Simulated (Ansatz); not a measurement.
This script makes a test of scalar relativity of HSe with Ansatz 0.2.0 through its Python package.

`x2c_hse.py`
```python
"""Scalar relativity in HSe."""

from dataclasses import dataclass

import ansatz as az
import numpy as np


@dataclass
class RunConfig:
    xc: str = "pbe0"
    vdw: str = "d3bj"


opts = RunConfig()

GEOMETRY = """
Se   -0.61372    0.22170   -0.31037
H     0.61372   -0.22170    0.31037
"""

geometry = az.Crystal.molecule()
for line in GEOMETRY.strip().splitlines():
    symbol, *xyz = line.split()
    geometry = geometry.atom(symbol, [float(v) for v in xyz])

base = (
    geometry.calculation()
    .functional(opts.xc, dispersion=opts.vdw)
    .spin("collinear", total=1)
    .forces()
)
# a set contracted for a scalar-relativistic Hamiltonian goes with the relativistic run
sets = {"none": "cc-pVTZ", "scalar": "cc-pVTZ-DK"}
found = {kind: base.basis(gaussian=basis).pseudopotentials(relativity=kind).run().report for kind, basis in sets.items()}
for kind, each in found.items():
    dipole = 4.803205 * np.linalg.norm(each["charge_distribution"]["dipole_moment_e_ang"])
    print(f"{kind:7s} E = {each['free_energy_ev']:.4f} eV  dipole {dipole:.3f} D  largest force component {np.abs(each['forces_ev_ang']).max():.4f} eV/A")
print(f"relativity lowers the total energy by {found['none']['free_energy_ev'] - found['scalar']['free_energy_ev']:.3f} eV")
```

What does scalar relativity change in the total energy and in the dipole?

The total moves by -770.1 eV, nearly all in the cores, and the dipole from 0.62 to 0.56 D.

The run itself:

```console
$ python x2c_hse.py
none    E = -65358.3049 eV  dipole 0.624 D  largest force component 0.5169 eV/A
scalar  E = -66128.4004 eV  dipole 0.563 D  largest force component 0.4678 eV/A
relativity lowers the total energy by 770.096 eV
```

Reading the output:
- Total energies depend on the basis set; only differences at equal settings carry meaning.
- The geometry is a force-field or estimated start, not a minimum of this method. The basis set changes with the Hamiltonian (a set recontracted for scalar relativity), and most of the change in the total lies in the cores.
- The species is open-shell (spin multiplicity 2).
- Hardware and time: 4.2 s on 1 thread of Arm Neoverse V1, with other jobs on the host, peak memory 0.18 GiB.
